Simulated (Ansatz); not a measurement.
# B3N2: a trial structure relaxed

Where does this trial cell of B3N2 go when cell and atoms are let free?

Computed with Ansatz 0.2.0 (DFT PBE, scalar-relativistic, plane waves, PAW, unless a step's input says otherwise).

2 further runs of the same task are left out: 1 that didn't finish, 1 set aside as unsound or not needed.

## Step 1: Starting point

Symmetry: R32, No. 155, trigonal system. The conventional cell has a = 4.788 Å, b = 4.788 Å, c = 5.800 Å, α = 90.00°, β = 90.00°, γ = 120.00°. B (site symmetry 2) is surrounded by 4 N at 1.88 to 1.93 Å and 4 B at 2.05 to 2.07 Å. N (site symmetry 3) is surrounded by 6 B at 1.88 to 1.93 Å.

Coordinates:

```
CELL_PARAMETERS angstrom
2.39418 1.38228 1.93338
-2.39418 1.38228 1.93338
0.00000 -2.76456 1.93338
ATOMIC_POSITIONS crystal
B 0.00000 0.25000 0.75000
B 0.75000 0.00000 0.25000
B 0.25000 0.75000 0.00000
N 0.26000 0.26000 0.26000
N 0.74000 0.74000 0.74000
```

Recipe of the guess: species swapped into a database cell of Ni3Se2 (R32, No. 155), with B on the Ni sites and N on the Se sites. The dimensions are guesses.

## Step 2: A first look at the guess

Contents of input.yaml:

```yaml
crystal:
  lattice:
    - [2.39417974, 1.38228032, 1.93338462]
    - [-2.39417974, 1.38228032, 1.93338462]
    - [0.0, -2.76456064, 1.93338462]
  atoms:
    - { symbol: B, position: [0.0, 0.25, 0.75] }
    - { symbol: B, position: [0.75, 0.0, 0.25] }
    - { symbol: B, position: [0.25, 0.75, 0.0] }
    - { symbol: "N", position: [0.25999999, 0.25999999, 0.25999999] }
    - { symbol: "N", position: [0.74000001, 0.74000001, 0.74000001] }
basis:
  ecutwfc: 420
kpoints:
  mp_grid: { grid: [6, 6, 6] }
hamiltonian:
  xc: pbe
scf:
  occupations: { method: gaussian, width: 0.1 }
  lower_state_search: "off"
output:
  forces: true
  stress: true
  eigenvalues: true
```

On the command line:

```bash
> ansatz run input.yaml --threads 1 --pin off --max-ram 2560MiB --backend cpu --events-out ev --progress --plain --runs-dir out
```

Further runs follow: spin check on a coarse mesh; rough relaxation on the coarse mesh; final relaxation.

**Question.** What will these runs give? Wanted: conventional cell; volume; energy over the elements; gap on the mesh.

As calculated:

| quantity | value |
| --- | --- |
| symmetry at the end (tolerance 0.05 Å) | space group R32 (No. 155) |
| conventional cell | a = 3.966 Å, b = 3.966 Å, c = 12.457 Å, α = 90.00°, β = 90.00°, γ = 120.00° |
| volume | 11.32 Å³/atom |
| energy over the elements (uncorrected; H, N, O, F and Cl as molecules) | -0.28 eV/atom |
| gap on the mesh | none (metal) |

What this shows: The space group R32 (No. 155) is kept, and the volume per atom grows by 47.4 % from the first guess. A negative formation energy is needed for stability but isn't enough; other structures and compounds were not set against it here. No finished test with a distortion of lower symmetry is shown, so the end may be a saddle point. A spin-polarised run here lost its starting moments, which speaks against magnetism, though one start doesn't rule it out. Other magnetic orders were not searched.
